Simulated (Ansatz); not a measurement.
# MnBr2: the cost of one run

Computed with Ansatz 0.2.0 (DFT LDA+U (U_eff = 4.9 eV on Mn 3d), scalar-relativistic, plane waves, PAW, unless a step's input says otherwise).

The COD entry's cell or inner coordinates are ideal or old and differ from later refinements, so a difference from it is no clean test against experiment.

2 further runs of the same task are left out: 2 set aside as unsound or not needed. Runs told in other sessions of the task aren't counted.

## Step 1: The starting structure

It takes space group P-3m1 (No. 164, trigonal). Conventional cell: a = 3.826 Å, b = 3.826 Å, c = 6.171 Å, α = 90.00°, β = 90.00°, γ = 120.00°. Around Mn (site symmetry -3m) lie 6 Br at 2.67 Å. Br (site symmetry 3m) has 3 Mn at 2.67 Å in its first shell of neighbours.

Coordinates:

```
CELL_PARAMETERS angstrom
3.82589 0.00000 0.00000
-1.91295 3.31332 0.00000
0.00000 0.00000 6.17095
ATOMIC_POSITIONS crystal
Mn 0.00000 0.00000 0.00000
Br 0.33333 0.66667 0.24343
Br 0.66667 0.33333 0.75657
```

Origin of the cell: volume kept, shape and atoms relaxed. An earlier run on this cell at LDA+U (U_eff = 4.9 eV on Mn 3d) gave -0.38 GPa at 26.075 Å³/atom (8×8×4 mesh), gap on the mesh 3.21 eV, spin moments in the atoms' spheres Mn 4.53; Br 0.06 μB.

## Step 2: Exchange couplings, spin waves and anisotropy by the force theorem

The input, input.yaml:

```yaml
crystal:
  lattice:
    - [3.8258920574, 0.0, 0.0]
    - [-1.9129460287, 3.3133197139, 0.0]
    - [0.0, 0.0, 6.170953735]
  atoms:
    - { symbol: Mn, position: [0.0, 0.0, 0.0], spin: 4.98 }
    - { symbol: Br, position: [0.3333333333, 0.6666666667, 0.2434265097] }
    - { symbol: Br, position: [0.6666666667, 0.3333333333, 0.7565734903] }
basis:
  ecutwfc: 420
  ecutrho_ratio: 4
kpoints:
  mp_grid: { grid: [8, 8, 4] }
  band_path:
    path:
      - [[0.0, 0.0, 0.0], [0.5, 0.0, 0.0], [0.33333333, 0.33333333, 0.0], [0.0, 0.0, 0.0], [0.0, 0.0, 0.5], [0.5, 0.0, 0.5], [0.33333333, 0.33333333, 0.5], [0.0, 0.0, 0.5]]
      - [[0.5, 0.0, 0.5], [0.5, 0.0, 0.0]]
      - [[0.33333333, 0.33333333, 0.5], [0.33333333, 0.33333333, 0.0]]
    npoints: 6
hamiltonian:
  xc: lda
  hubbard: { sites: [{ species: Mn, l: d, u_eff: 4.9 }] }
scf:
  occupations: { method: gaussian, width: 0.05 }
  lower_state_search: "off"
output:
  forces: true
  stress: true
  eigenvalues: true
  populations: true
  hubbard: { sites: [{ species: Mn, l: d }] }
  eigenstates:
    nscf_kmesh: { grid: [8, 8, 4] }
    top_band: c50
    exchange_couplings: { magnetic: [{ site: 0 }] }
    magnetocrystalline_anisotropy: {}
magnetization:
  spin_polarized: true
checkpoint:
  read: start.run
  write: ck
  compress: false
  write_wavefunctions: false
  write_every: 100000
```

start.run is the folder with the converged state of an earlier run on this cell.

Command:

```
ansatz run input.yaml --threads 4 --pin off --max-ram 9216MiB --backend cpu --events-out ev --progress --plain --runs-dir out
```

What time and memory should one allow on 4 threads of AMD EPYC 7R43 (Zen 3), shared host?

About 37 s, with a peak of 1.3 GiB.
